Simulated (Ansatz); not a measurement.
**GeNH2 (quartet): from Hartree-Fock to the top rungs at a displaced geometry (v1), cc-pVDZ**

How much of the correlation energy of GeNH2 (quartet) does each wave-function method recover here?

Method: cc-pVDZ, core rule «outside noble gas», up to 15 orbitals frozen; program: Ansatz 0.2.0, Gaussian basis.

Plan: UHF; CCSD(T) on ROHF; CCSD(T) on UHF; BCCD(T) on ROHF; CISD; CCSDT(Q) on ROHF; CCSDT(Q) on UHF; CASSCF and MRCISD+Q, 11 electrons in 10 orbitals; CASSCF and MRCISD+Q(relaxed), 11 electrons in 10 orbitals; CASSCF and NEVPT2, 11 electrons in 10 orbitals.

23 further runs of the same task are left out: 2 for a known fault of the program, 9 that didn't finish, 12 set aside as unsound or not needed.

## Step 1: The system

The geometry is a PBE0/def2-TZVP stationary point (not a proven minimum) with its atoms shifted at random (size 0.040 Å). No spin-orbit coupling is included. The filled d shell of Ge may be among the frozen orbitals whatever the setting's name suggests; the logs give the count.

4 atoms, charge 0, spin multiplicity 4.

Atoms are counted from 1 here; the program's logs count them from 0.

Bond lengths: Ge1–N2 1.944 Å, Ge1–H3 1.506 Å, N2–H4 0.998 Å. Angles: N2–Ge1–H3 109.3°, Ge1–N2–H4 111.5°.

## Step 2: UHF

File in.yaml:

```yaml
crystal:
  periodic: [false, false, false]
  atoms:
    - {symbol: Ge, position_ang: [0.002724, 0.046894, 0.324612]}
    - {symbol: N, position_ang: [-0.074807, -0.185426, -1.603999]}
    - {symbol: H, position_ang: [0.331792, -1.272642, 0.970892]}
    - {symbol: H, position_ang: [0.511406, 0.469849, -2.075192]}
basis:
  gaussian: {orbitals: cc-pVDZ}
magnetization: {spin_polarized: true, initial_magnetization: 3}
hamiltonian: {xc: hf}
output: {orbitals: {seedname: orbitals}}
```

Launch:

```console
$ ansatz run in.yaml --threads 1 --pin off --events-out ev --progress --plain --max-ram 2393MiB
```

The runs that follow: CCSD(T) on ROHF; CCSD(T) on UHF; BCCD(T) on ROHF; CISD; CCSDT(Q) on ROHF; CCSDT(Q) on UHF; CASSCF and MRCISD+Q, 11 electrons in 10 orbitals; CASSCF and MRCISD+Q(relaxed), 11 electrons in 10 orbitals; CASSCF and NEVPT2, 11 electrons in 10 orbitals.

Q: Predict the results of all the runs planned. Wanted: UCCSDT(Q) below the RHF energy; RMP2 from UCCSDT(Q); UMP2 from UCCSDT(Q); RCCSD from UCCSDT(Q); RCCSD(T) from UCCSDT(Q); UCCSD(T) from UCCSDT(Q); RCCSDT(Q) from UCCSDT(Q); NEVPT2 valence from UCCSDT(Q); MRCISD+Q valence from UCCSDT(Q).

The runs gave:

```
                                quantity                                                                             value
          UCCSDT(Q) below the RHF energy                                                                        -6.5554 eV
                     RMP2 from UCCSDT(Q)                                                                     +101.9 kJ/mol
                     UMP2 from UCCSDT(Q)                                                                     +102.8 kJ/mol
                    RCCSD from UCCSDT(Q)                                                                      +21.4 kJ/mol
                 RCCSD(T) from UCCSDT(Q)                                                                       +5.0 kJ/mol
                 UCCSD(T) from UCCSDT(Q)                                                                       +4.1 kJ/mol
                RCCSDT(Q) from UCCSDT(Q)                                                                       +1.0 kJ/mol
           NEVPT2 valence from UCCSDT(Q)                                                                      +93.4 kJ/mol
         MRCISD+Q valence from UCCSDT(Q)                                                                       +2.9 kJ/mol
MRCISD+Q(relaxed) valence from UCCSDT(Q)                                                                       -0.1 kJ/mol
       levels within 1 kcal/mol (43 meV)  UCCSD(T), RCCSDT, UCCSDT, RCCSDT(Q), MRCISD+Q valence, MRCISD+Q(relaxed) valence
                           T1 diagnostic                                                                             0.034
          effectively unpaired electrons                                                                              3.02
```

What this shows: RCCSD(T) misses by +5.0 kJ/mol, 0.8 % of the correlation energy. One determinant dominates. Of the multireference levels listed MRCISD+Q(relaxed) valence comes nearest in total energy (-0.1 kJ/mol), which doesn't show that its space is the better one. These misses are within one basis, not against nature; the frozen cores of restricted and unrestricted runs differ, which can shift their rows.
